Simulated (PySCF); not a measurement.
**Ways to converge the SCF of Al⁺**

Do solver options change the result for Al⁺, or only the number of cycles?

Program: PySCF 2.14.0. Level of theory: method and basis as typed in the scripts. These are calculated values, not measurements.

2 further runs of the same task are left out: 1 that didn't finish, 1 set aside as unsound or not needed.

**1. The atom**

Al⁺: 1 atom, charge 1, spin multiplicity 1.

**2. Base script**

Input file input.py:

```python
from pyscf import gto, dft

mol = gto.M(
    atom='Al 0 0 0',
    basis='sbkjc',
    ecp={'Al': 'sbkjc'},
    charge=1,
    spin=0,
    verbose=4,
)
mf = dft.RKS(mol, xc='lc_wpbe')
mf.kernel()
mf.mulliken_pop()
mf.dip_moment()
print('orbital energies (hartree):', mf.mo_energy[..., max(0, mol.nelec[1]-3):mol.nelec[0]+3].round(4))
```

Run with:

```sh
> OMP_NUM_THREADS=1 python input.py
```

Its log is not repeated here.

Base result: E(SCF) = -1.712707 Eh, 4 cycles.

**3. Smearing width 0.005 hartree**

Variant 1 changes smearing width: none → 0.005 hartree.

Input file input.py:

```python
from pyscf import gto, dft, scf

mol = gto.M(
    atom='Al 0 0 0',
    basis='sbkjc',
    ecp={'Al': 'sbkjc'},
    charge=1,
    spin=0,
    verbose=4,
)
mf = dft.RKS(mol, xc='lc_wpbe')
mf = scf.addons.smearing_(mf, sigma=0.005, method='fermi')
mf.kernel()
mf.mulliken_pop()
mf.dip_moment()
print('orbital energies (hartree):', mf.mo_energy[..., max(0, mol.nelec[1]-3):mol.nelec[0]+3].round(4))
```

Run with:

```sh
> OMP_NUM_THREADS=1 python input.py
```

**4. Smearing width 0.05 hartree**

Variant 2 changes smearing width: none → 0.05 hartree.

Changes to input.py since step 2:

```diff
@@ -1,2 +1,2 @@
-from pyscf import gto, dft
+from pyscf import gto, dft, scf
 
@@ -11,2 +11,3 @@
 mf = dft.RKS(mol, xc='lc_wpbe')
+mf = scf.addons.smearing_(mf, sigma=0.05, method='fermi')
 mf.kernel()
```

**5. Damping 0.95**

Variant 3 changes damping: none → 0.95.

Changes to input.py since step 2:

```diff
@@ -11,2 +11,4 @@
 mf = dft.RKS(mol, xc='lc_wpbe')
+mf.damp = 0.95
+mf.diis_start_cycle = 8
 mf.kernel()
```

**Question.** What will these runs give? Wanted: for each run, E(SCF); from base; gap.

As calculated:

| run | E(SCF) (hartree) | from base (eV) | cycles | gap (eV) |
| --- | --- | --- | --- | --- |
| base | -1.712707 | 0 | 4 | 12.02 |
| smearing width 0.005 hartree | -1.712707 | 0.0000 | 4 | n/a |
| smearing width 0.05 hartree | -1.693376 | +0.5260 | 13 | n/a |
| damping 0.95 | -1.712707 | 0.0000 | 11 | 12.02 |

Distance from each run's final energy (log10 hartree) by cycle:

| run | cycle 1 | cycle 2 | cycle 3 | cycle 5 | cycle 8 | cycle 12 |
| --- | --- | --- | --- | --- | --- | --- |
| base | -3.2 | -5.0 | < -11 | done | done | done |
| smearing width 0.005 hartree | -3.2 | -5.0 | < -11 | done | done | done |
| smearing width 0.05 hartree | -1.7 | -2.9 | -4.3 | -5.6 | -6.0 | -10.7 |
| damping 0.95 | -3.2 | -3.2 | -3.3 | -3.4 | -5.3 | done |

**Reading.** No change of the SCF energy comes from smearing width 0.005 hartree or damping 0.95. The base needs 4 cycles and the run with damping 0.95 needs 11.
